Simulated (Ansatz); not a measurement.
# H2ISi: the cost of one run

All numbers below are computed with Ansatz 0.2.0 (UKS r2SCANh/def2-SVP).

## (1) Starting point

Bond lengths: Si1–I2 2.400 Å, Si1–H3 1.530 Å, Si1–H4 1.540 Å. Angles: I2–Si1–H3 111.1°, I2–Si1–H4 106.8°, H3–Si1–H4 106.7°.

Coordinates:

```xyz
4

Si   -0.1322   -0.3103   -0.4085
I     1.8213   -0.3285    0.9853
H    -1.4011   -0.5230    0.4188
H    -0.2324    1.1015   -1.0159
```

## (2) End point A

File input.yaml:

```yaml
crystal:
  periodic: [false, false, false]
  atoms:
    - { symbol: Si, position_ang: [-0.1322, -0.3103, -0.4085] }
    - { symbol: I, position_ang: [1.8213, -0.3285, 0.9853] }
    - { symbol: H, position_ang: [-1.4011, -0.523, 0.4188] }
    - { symbol: H, position_ang: [-0.2324, 1.1015, -1.0159] }
magnetization:
  spin_polarized: true
  initial_magnetization: 1
basis:
  gaussian: { orbitals: def2-SVP }
hamiltonian:
  xc: r2scanh
relax:
  f_tol: 0.015
  max_steps: 40
output:
  orbitals: {}
```

On the command line:

```sh
> ansatz run input.yaml --threads 1 --pin off --max-ram 2048MiB --backend cpu --events-out ev --progress --plain --runs-dir out
```

Q: Estimate wall time and peak memory on 1 thread of AMD EPYC (Zen 3), shared host.

About 37 s, with a peak of 0.18 GiB.
